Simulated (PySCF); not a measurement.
# MP2/def2-SVP run of CH5B2Br (SMILES BCBBr)

What is the vertical singlet–triplet gap of CH5B2Br at MP2/def2-SVP? The job is set up through a Python script.

The calculation is run with PySCF 2.14.0.

5 further runs of the same task are left out: 5 set aside as unsound or not needed.

## 1. The molecule

The species is CH5B2Br (9 atoms), meant as a singlet with charge 0. SMILES: `BCBBr`. The shape is that of a GFN2-xTB optimisation. This is one conformer, not always the lowest.

Bond lengths: B1–C2 1.575 Å, C2–B3 1.569 Å, B3–Br4 1.863 Å, B1–H5 1.169 Å, B1–H6 1.169 Å, C2–H7 1.090 Å, C2–H8 1.091 Å, B3–H9 1.172 Å. Some angles: B1–C2–B3 105.7°, C2–B3–Br4 120.4°, B1–C2–H7 110.1°, B1–C2–H8 110.4°, B3–C2–H7 109.9°, B3–C2–H8 111.2°, C2–B1–H5 120.2°, C2–B1–H6 119.7°, C2–B3–H9 122.1°, Br4–B3–H9 117.5°.

## 2. The energy at MP2/def2-SVP

File calc.py:

```python
from pyscf import gto, scf, mp

mol = gto.Mole()
mol.atom = '''
B      0.075450     1.094430    -0.729330
C      0.563370    -0.319800    -0.235520
B     -0.376120    -0.698130     0.962810
Br    -1.973980    -1.606510     0.658120
H     -0.706460     1.176950    -1.594600
H      0.461320     2.059630    -0.194200
H      1.596550    -0.260520     0.106600
H      0.488250    -1.050740    -1.041960
H     -0.128380    -0.395310     2.068080
'''
mol.verbose = 3
mol.spin = 0
mol.max_memory = 1860
mol.basis = 'def2-svp'
mol.build()

calc0 = scf.RHF(mol)
calc0.conv_tol = 1e-10
calc0.kernel()
if not calc0.converged:
    calc0 = calc0.newton().run(calc0.mo_coeff, calc0.mo_occ)

pt = mp.MP2(calc0).run()
etot = pt.e_tot
print('Final energy', etot)
```

Command:

```bash
$ OMP_NUM_THREADS=1 python calc.py
```

The program printed:

```text
converged SCF energy = -2662.19967424653
E(RMP2) = -2662.78179913666  E_corr = -0.58212489013046
E(SCS-RMP2) = -2662.76604084804  E_corr = -0.566366601505212
Final energy -2662.7817991366624
```

Run time: 4.5 s. Hardware: 1 thread of Arm Neoverse N1, shared host; peak memory 0.31 GiB.

## 3. The triplet

File input.py:

```python
from pyscf import gto, mp

system = gto.M(
    atom='''
B        0.075450       1.094430      -0.729330
C        0.563370      -0.319800      -0.235520
B       -0.376120      -0.698130       0.962810
Br      -1.973980      -1.606510       0.658120
H       -0.706460       1.176950      -1.594600
H        0.461320       2.059630      -0.194200
H        1.596550      -0.260520       0.106600
H        0.488250      -1.050740      -1.041960
H       -0.128380      -0.395310       2.068080
''',
    verbose=3,
    max_memory=1860,
    basis='def2-svp',
    spin=2,
)

mf = system.UHF()
mf.conv_tol = 1e-10
mf.kernel()
if not mf.converged:
    mf = mf.newton().run(mf.mo_coeff, mf.mo_occ)

pt = mp.MP2(mf).run()
etot = pt.e_tot
print('E = %.10f Eh' % etot)
```

Command:

```bash
$ OMP_NUM_THREADS=1 python input.py
```

The program printed:

```text
WARN: HOMO -0.0301782195017513 >= LUMO -0.310972615628377

converged SCF energy = -2662.0059267106  <S^2> = 2.0169803  2S+1 = 3.0112989
E(UMP2) = -2662.59271362062  E_corr = -0.586786910015599
E(SCS-UMP2) = -2662.57267606673  E_corr = -0.566749356125815
E = -2662.5927136206 Eh
```

Wall time 11 s (1 thread of Arm Neoverse N1, shared host); peak memory 0.39 GiB.

## 4. Summary of results

Level: MP2/def2-SVP.

| quantity | value |
| --- | --- |
| singlet: total energy | -2662.78180 Eh |
| singlet: dipole moment (Hartree–Fock density) | 1.27 D |
| singlet: HOMO energy (Hartree–Fock orbitals) | -10.96 eV |
| singlet: LUMO energy (Hartree–Fock orbitals) | 1.46 eV |
| singlet: HOMO–LUMO gap (Hartree–Fock orbitals) | 12.43 eV |
| singlet: correlation energy | -582.1 mEh |
| triplet: total energy | -2662.59271 Eh |
| triplet: dipole moment (Hartree–Fock density) | 2.40 D |
| triplet: HOMO energy (Hartree–Fock orbitals) (highest over α and β) | -6.22 eV |
| triplet: LUMO energy (Hartree–Fock orbitals) (lowest over α and β) | -2.88 eV |
| triplet: correlation energy | -586.8 mEh |
| triplet: ⟨S²⟩ of the reference determinant | 2.017 |
| vertical energy of the triplet above the singlet | 5.145 eV |

At this shape the triplet lies 5.15 eV (119 kcal/mol) above the singlet. Mulliken charges (triplet) of the mean-field density run from -0.13 on Br4 to +0.09 on H7; they depend strongly on the basis.
